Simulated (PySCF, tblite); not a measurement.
# C₃H₁₄O₇Si₄, a small molecule taken as a stand-in for a surface group (silica 3-ring, OH): infrared bands and NMR shifts, part 2 of 2

tblite 0.8.0 and PySCF 2.14.0. Atoms count from 0, parts from 1. The steps go on from the part before.

## (5) NMR shieldings: KT3/pcSseg-0

The job: settings as JSON, then the geometry in Å.

```
{"job": {"kind": "nmr", "xc": "KT3", "basis": "pcSseg-0", "pop": true}, "charge": 0, "multiplicity": 1}
O     -0.098162     1.294875    -1.721831
Si    -1.302576     1.853621    -2.648817
O     -2.400682     0.679835    -2.876297
Si    -2.352685    -0.892010    -2.471513
O     -1.044992    -1.168721    -1.555182
Si     0.261399    -0.238265    -1.258358
O      1.385025    -0.826344    -2.274113
Si     0.716136    -0.284546     0.935317
O      0.373950    -1.681416     1.687772
C     -0.866605    -2.336011     1.752342
O      2.340444    -0.157327     0.956290
C      3.187089    -0.271333     2.074081
O     -0.053272     0.838584     1.843087
C     -0.151742     2.223275     1.632260
H     -1.957536     2.892762    -1.866665
H     -0.761633     2.195748    -3.954959
H     -2.230444    -1.648245    -3.707045
H     -3.492480    -1.135383    -1.599424
H      2.308791    -0.658843    -2.108040
H     -1.298831    -2.435068     0.754766
H     -1.557005    -1.778819     2.387637
H     -0.694197    -3.324899     2.179158
H      2.948776     0.494338     2.814028
H      3.069211    -1.251832     2.534710
H      4.214137    -0.143193     1.731258
H      0.789603     2.713376     1.892424
H     -0.946246     2.601207     2.277345
H     -0.385473     2.444635     0.589768
```

Method: GIAO KT3/pcSseg-0 NMR shielding, non-relativistic, gas phase.

Log:

```text
coarse grid: 26040 points
cycle   1  E = -1821.7632848850  dE =  2.636e+00  |g| = 2.005e+00  |ddm| = 5.598e+00
cycle   2  E = -1819.8698246041  dE =  1.893e+00  |g| = 3.596e+00  |ddm| = 7.112e+00
cycle   3  E = -1822.4905058324  dE = -2.621e+00  |g| = 2.303e-01  |ddm| = 5.491e+00
cycle   4  E = -1822.4916348277  dE = -1.129e-03  |g| = 2.514e-01  |ddm| = 5.774e-01
cycle   5  E = -1822.5037612505  dE = -1.213e-02  |g| = 3.513e-02  |ddm| = 2.799e-01
cycle   6  E = -1822.5040753544  dE = -3.141e-04  |g| = 1.001e-02  |ddm| = 5.938e-02
cycle   7  E = -1822.5040985710  dE = -2.322e-05  |g| = 3.465e-03  |ddm| = 1.495e-02
cycle   8  E = -1822.5041008183  dE = -2.247e-06  |g| = 1.149e-03  |ddm| = 4.624e-03
final grid: 234992 points
cycle   9  E = -1822.6936398030  dE = -6.204e-05  |g| = 8.849e-03  |ddm| = 3.384e-02
cycle  10  E = -1822.6936193289  dE =  2.047e-05  |g| = 1.337e-02  |ddm| = 2.115e-02
cycle  11  E = -1822.6936542668  dE = -3.494e-05  |g| = 1.943e-03  |ddm| = 1.418e-02
cycle  12  E = -1822.6936549144  dE = -6.477e-07  |g| = 7.211e-04  |ddm| = 2.921e-03
cycle  13  E = -1822.6936550244  dE = -1.099e-07  |g| = 1.543e-04  |ddm| = 8.580e-04
cycle  14  E = -1822.6936550295  dE = -5.085e-09  |g| = 2.934e-05  |ddm| = 2.062e-04
cycle  15  E = -1822.6936550296  dE = -1.814e-10  |g| = 9.943e-06  |ddm| = 4.262e-05
converged SCF energy = -1822.6936550296

GIAO shielding tensors (ppm)
atom      isotropic    diamagn.    paramagn.     s11        s22        s33       span
  0 O      249.397     415.059    -165.661    199.938    224.454    323.801    123.863
  1 Si     403.858     878.844    -474.986    390.131    397.442    424.000     33.868
  2 O      281.595     421.237    -139.642    204.371    215.317    425.098    220.727
  3 Si     400.840     878.911    -478.071    387.274    395.115    420.129     32.855
  4 O      263.909     414.797    -150.889    205.703    229.477    356.546    150.844
  5 Si     411.458     879.904    -468.445    393.294    399.283    441.798     48.504
  6 O      255.573     404.171    -148.598    196.010    269.922    300.786    104.775
  7 Si     408.449     882.257    -473.808    381.209    418.031    426.108     44.899
  8 O      303.658     414.934    -111.277    222.124    339.864    348.985    126.862
  9 C      135.776     248.515    -112.740    109.206    111.004    187.116     77.910
 10 O      302.606     415.559    -112.954    256.730    309.138    341.949     85.220
 11 C      137.497     241.236    -103.739    109.865    114.627    187.999     78.134
 12 O      288.868     415.586    -126.718    198.446    318.768    349.389    150.943
 13 C      135.819     247.907    -112.088    108.457    112.270    186.731     78.274
 14 H       27.329      29.539      -2.210     22.738     25.208     34.041     11.303
 15 H       27.309      29.225      -1.916     22.595     24.517     34.814     12.219
 16 H       27.207      29.109      -1.902     22.531     24.325     34.766     12.235
 17 H       27.307      29.656      -2.350     22.743     24.944     34.233     11.491
 18 H       30.842      33.853      -3.011     23.484     26.904     42.138     18.654
 19 H       29.081      31.554      -2.473     22.871     30.013     34.358     11.487
 20 H       29.334      31.024      -1.690     24.962     26.890     36.150     11.189
 21 H       29.156      29.264      -0.108     24.268     26.682     36.520     12.252
 22 H       29.519      28.837       0.682     24.123     27.441     36.992     12.869
 23 H       29.150      28.658       0.492     23.600     27.315     36.535     12.935
 24 H       29.352      28.090       1.262     24.233     26.910     36.913     12.680
 25 H       29.398      30.458      -1.060     24.698     27.058     36.439     11.741
 26 H       29.075      29.765      -0.690     24.577     26.508     36.141     11.564
 27 H       28.984      31.805      -2.821     22.514     30.445     33.993     11.479
```

Wall time 49 s (1 thread of Intel Xeon 6975P-C, shared host); peak memory 1.1 GiB.

In short: δ C9 55.9, C13 55.9, C11 54.2, O0 77.1, H16 6.16, H17 6.06 ppm.

## (6) Nuclear shieldings: BHandHLYP/6-31G in dimethylsulfoxide

The job, as its differences from that of step 5:

```diff
@@ -1,2 +1,2 @@
-{"job": {"kind": "nmr", "xc": "KT3", "basis": "pcSseg-0", "pop": true}, "charge": 0, "multiplicity": 1}
+{"job": {"kind": "nmr", "xc": "BHandHLYP", "basis": "6-31G", "pop": false, "solvent": "dimethylsulfoxide"}, "charge": 0, "multiplicity": 1}
 O     -0.098162     1.294875    -1.721831
```

Method: GIAO BHandHLYP/6-31G NMR shielding, non-relativistic, IEF-PCM dimethylsulfoxide.

Log:

```text
coarse grid: 26040 points
cycle   1  E = -1806.4895640613  dE =  3.139e+00  |g| = 1.508e+00  |ddm| = 5.182e+00
cycle   2  E = -1806.4133814844  dE =  7.618e-02  |g| = 1.675e+00  |ddm| = 2.723e+00
cycle   3  E = -1806.9315029377  dE = -5.181e-01  |g| = 4.613e-02  |ddm| = 1.437e+00
cycle   4  E = -1806.9319833259  dE = -4.804e-04  |g| = 2.834e-02  |ddm| = 9.086e-02
cycle   5  E = -1806.9321299597  dE = -1.466e-04  |g| = 7.821e-03  |ddm| = 2.929e-02
cycle   6  E = -1806.9321427271  dE = -1.277e-05  |g| = 8.076e-04  |ddm| = 8.890e-03
cycle   7  E = -1806.9321428990  dE = -1.718e-07  |g| = 5.793e-04  |ddm| = 1.770e-03
final grid: 234992 points
cycle   8  E = -1806.8263656434  dE = -9.937e-06  |g| = 2.796e-03  |ddm| = 1.421e-02
cycle   9  E = -1806.8263663886  dE = -7.451e-07  |g| = 2.370e-03  |ddm| = 4.289e-03
cycle  10  E = -1806.8263676168  dE = -1.228e-06  |g| = 3.317e-04  |ddm| = 1.872e-03
cycle  11  E = -1806.8263676382  dE = -2.132e-08  |g| = 9.541e-05  |ddm| = 3.850e-04
cycle  12  E = -1806.8263676405  dE = -2.359e-09  |g| = 2.090e-05  |ddm| = 1.369e-04
cycle  13  E = -1806.8263676406  dE = -9.641e-11  |g| = 1.012e-05  |ddm| = 3.856e-05
converged SCF energy = -1806.8263676406

GIAO shielding tensors (ppm)
atom      isotropic    diamagn.    paramagn.     s11        s22        s33       span
  0 O      263.783     416.057    -152.274    213.141    255.855    322.354    109.214
  1 Si     467.176     878.081    -410.905    457.651    467.693    476.184     18.533
  2 O      295.447     416.400    -120.952    224.007    261.782    400.553    176.546
  3 Si     465.777     878.275    -412.498    456.648    465.178    475.504     18.856
  4 O      275.138     415.226    -140.088    221.780    260.424    343.211    121.430
  5 Si     470.209     876.880    -406.671    451.310    460.482    498.835     47.525
  6 O      283.475     401.166    -117.691    241.425    288.414    320.587     79.162
  7 Si     468.052     880.191    -412.140    459.157    470.758    474.241     15.084
  8 O      327.276     407.518     -80.241    266.253    348.519    367.058    100.805
  9 C      153.561     242.210     -88.649    128.287    131.576    200.820     72.532
 10 O      321.955     411.449     -89.494    279.769    338.521    347.575     67.807
 11 C      154.823     237.358     -82.535    128.335    133.985    202.150     73.816
 12 O      318.925     408.533     -89.608    268.080    323.637    365.058     96.979
 13 C      153.068     241.910     -88.842    126.264    132.114    200.827     74.563
 14 H       27.660      28.841      -1.181     22.956     25.497     34.527     11.571
 15 H       27.635      29.657      -2.022     22.948     24.775     35.181     12.233
 16 H       27.576      29.643      -2.067     22.896     24.632     35.201     12.304
 17 H       27.653      29.011      -1.358     23.013     25.233     34.714     11.701
 18 H       30.079      31.174      -1.095     21.232     25.067     43.937     22.706
 19 H       29.069      29.077      -0.008     22.173     30.662     34.373     12.200
 20 H       29.229      29.714      -0.485     24.574     26.918     36.195     11.621
 21 H       29.018      30.036      -1.017     23.844     26.472     36.739     12.895
 22 H       29.253      28.192       1.062     23.465     27.413     36.881     13.416
 23 H       29.138      28.450       0.688     23.115     27.504     36.794     13.679
 24 H       29.106      28.586       0.520     23.779     26.471     37.068     13.289
 25 H       29.167      29.855      -0.689     24.046     27.064     36.390     12.344
 26 H       28.924      29.823      -0.899     24.258     26.162     36.352     12.094
 27 H       29.012      29.652      -0.640     21.886     30.953     34.198     12.312
```

Run time: 44 s. Hardware: 1 thread of Intel Xeon 6975P-C, shared host; peak memory 1.3 GiB.

In short: σ C13 153.1, C9 153.6, C11 154.8, O0 263.8, H16 27.58, H15 27.63 ppm.

## (7) Comparing the runs: NMR shifts

Isotropic shieldings (ppm) of some atoms, chosen among heavy atoms and hydrogens apart, with basis size and wall time:

```csv
run,H22,H18,O2,Si3,Si1,Si7,Si5,functions,time
PBE0/pcSseg-1,27.92,28.95,248.8,389.2,391.4,405.6,407.2,336,1.9 min
KT3/pcSseg-0,29.52,30.84,281.6,400.8,403.9,408.4,411.5,170,49 s
BHandHLYP/6-31G in dimethylsulfoxide,29.25,30.08,295.4,465.8,467.2,468.1,470.2,170,44 s
```

## (8) What came out

This closing draws on all 2 parts.

| quantity | value |
| --- | --- |
| strongest single infrared mode (GFN2-xTB) | 1035 cm⁻¹ |
| ¹³C shifts against TMS (PBE0/pcSseg-1) | 52.8, 52.6, 51.6 ppm |
| ¹H shifts against TMS (PBE0/pcSseg-1) | 5.25, 5.20, 5.12, 5.10, 4.26, 4.19, 3.98, 3.91, 3.84, 3.80, 3.80, 3.79, 3.66, 2.77 ppm |
| ¹⁷O shifts against H2O (PBE0/pcSseg-1) | 117.5, 105.4, 87.3, 82.7, 43.4, 39.7, 34.7 ppm |
| ²⁹Si shifts against TMS (PBE0/pcSseg-1) | -40.0, -42.2, -56.5, -58.0 ppm |
| range of the shielding of Si3 | 389.2 to 465.8 ppm |

**Reading.** No mode is imaginary at GFN2-xTB; the softest lies at 13 cm⁻¹. At PBE0/pcSseg-1: Shielding is most anisotropic at O2 (span 134 ppm, paramagnetic term -156 ppm). Across the 3 runs the shielding of Si3 moves most, between 389.2 (PBE0/pcSseg-1) and 465.8 ppm (BHandHLYP/6-31G in dimethylsulfoxide). A capped cluster stands for the solid here, so long-range fields and strain are missing, and bands or shifts of the capping hydrogens have no counterpart in it.
